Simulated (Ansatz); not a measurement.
# Ir: the cost of one run

Computed with Ansatz 0.2.0 (DFT r2SCAN, scalar-relativistic, plane waves, PAW, unless a step's input says otherwise).

## (1) The system as given

It takes space group Fm-3m (No. 225, cubic). The conventional cell has a = 3.839 Å, b = 3.839 Å, c = 3.839 Å, α = 90.00°, β = 90.00°, γ = 90.00°. Ir (site symmetry m-3m) is surrounded by 12 Ir at 2.71 Å.

Coordinates:

```cif
data_structure
_symmetry_space_group_name_H-M 'Fm-3m'
_symmetry_Int_Tables_number 225
_cell_length_a 3.8394
_cell_length_b 3.8394
_cell_length_c 3.8394
_cell_angle_alpha 90.000
_cell_angle_beta 90.000
_cell_angle_gamma 90.000
_cell_volume 56.60
loop_
_atom_site_label
_atom_site_type_symbol
_atom_site_symmetry_multiplicity
_atom_site_Wyckoff_symbol
_atom_site_fract_x
_atom_site_fract_y
_atom_site_fract_z
_atom_site_occupancy
Ir1 Ir 4 a 0.00000 0.00000 0.00000 1
```

No relaxation comes first: the listed cell is the starting point.

## (2) Zero of energy

The reference gives a free energy of -11948.7278 eV, pressure 1.51 GPa, largest force 0.000 eV/Å and gap on the mesh none (metal). It was computed beforehand with the settings of the runs below.

## (3) Setting up a tetragonal deformation path

At fixed volume and fractional coordinates, lengths along (0.000, 0.000, 1.000) are scaled against those across it; ρ is that ratio over its starting value.

## (4) At ρ = 0.707

Input file input.yaml:

```yaml
crystal:
  lattice:
    - [0.0, 2.154898871, 1.5235135018]
    - [2.154898871, 0.0, 1.5235135018]
    - [2.154898871, 2.154898871, 0.0]
  atoms:
    - { symbol: Ir, position: [0.0, 0.0, 0.0] }
basis:
  ecutwfc: 500
kpoints:
  mp_grid: { grid: [24, 24, 24] }
hamiltonian:
  xc: r2scan
scf:
  occupations: { method: gaussian, width: 0.15 }
output:
  forces: true
  stress: true
  eigenvalues: true
```

Command:

```
ansatz run input.yaml --threads 1 --pin off --max-ram 2560MiB --backend cpu --events-out ev --progress --plain --runs-dir out
```

**Question.** How long does this run take on 1 thread of Intel Xeon 6975P-C (Granite Rapids), shared host, and how much memory does it need?

About 11 s, with a peak of 0.58 GiB.
